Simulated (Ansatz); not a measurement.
# PdCl4: the cost of one run

Method: DFT PBE, scalar-relativistic, plane waves, PAW, unless a step names another level, in Ansatz 0.2.0.

5 further runs of the same task are left out: 5 that didn't finish.

**1. The system as given**

The structure is orthorhombic, space group Pnnm (No. 58). Conventional cell: a = 7.522 Å, b = 10.297 Å, c = 3.556 Å, α = 90.00°, β = 90.00°, γ = 90.00°. Around Pd (site symmetry 2/m) lie 6 Cl at 2.33 to 2.39 Å. Around Cl (site symmetry m) lie 2 Pd at 2.39 Å. Cl (site symmetry m) has 1 Pd at 2.33 Å as nearest neighbours.

As a file:

```
CELL_PARAMETERS angstrom
10.29744 0.00000 0.00000
0.00000 7.52205 0.00000
0.00000 0.00000 3.55565
ATOMIC_POSITIONS crystal
Pd 0.00000 0.00000 0.00000
Pd 0.50000 0.50000 0.50000
Cl 0.34947 0.55265 0.00000
Cl 0.65053 0.44735 0.00000
Cl 0.84947 0.94735 0.50000
Cl 0.15053 0.05265 0.50000
Cl 0.44780 0.19816 0.50000
Cl 0.55220 0.80184 0.50000
Cl 0.94780 0.30184 0.00000
Cl 0.05220 0.69816 0.00000
```

It came out lowest among 23 distinct ends of the trial cells. At a tolerance of 0.05 Å it has space group Pnnm (No. 58).

**2. A stricter relaxation, on the response runs' mesh and smearing**

Contents of input.yaml:

```yaml
crystal:
  lattice:
    - [10.2974384677, 0.0, 0.0]
    - [0.0, 7.5220479116, 0.0]
    - [0.0, 0.0, 3.5556519821]
  atoms:
    - { symbol: Pd, position: [1.0, 1.0, 0.0] }
    - { symbol: Pd, position: [0.5, 0.5, 0.5] }
    - { symbol: Cl, position: [0.3494659874, 0.5526520339, 1.0] }
    - { symbol: Cl, position: [0.6505340126, 0.4473479661, 1.0] }
    - { symbol: Cl, position: [0.8494659874, 0.9473479661, 0.5] }
    - { symbol: Cl, position: [0.1505340126, 0.0526520339, 0.5] }
    - { symbol: Cl, position: [0.4477999289, 0.1981572407, 0.5] }
    - { symbol: Cl, position: [0.5522000711, 0.8018427593, 0.5] }
    - { symbol: Cl, position: [0.9477999289, 0.3018427593, 1.0] }
    - { symbol: Cl, position: [0.0522000711, 0.6981572407, 1.0] }
basis:
  ecutwfc: 420
kpoints:
  mp_grid: { grid: [4, 4, 10] }
hamiltonian:
  xc: pbe
scf:
  occupations: { method: gaussian, width: 0.1 }
output:
  forces: true
  stress: true
  eigenvalues: true
relax:
  adjacent_minimum: "off"
  f_tol: 0.001
  max_steps: 60
  cell: { stress_tol: 0.01 }
```

The run is started by

```
ansatz run input.yaml --threads 3 --pin off --max-ram 7680MiB --backend cpu --events-out ev --progress --plain --runs-dir out
```

Q: Estimate wall time and peak memory on 3 threads of Arm Neoverse V2, shared host.

About 43 s, with a peak of 0.96 GiB.
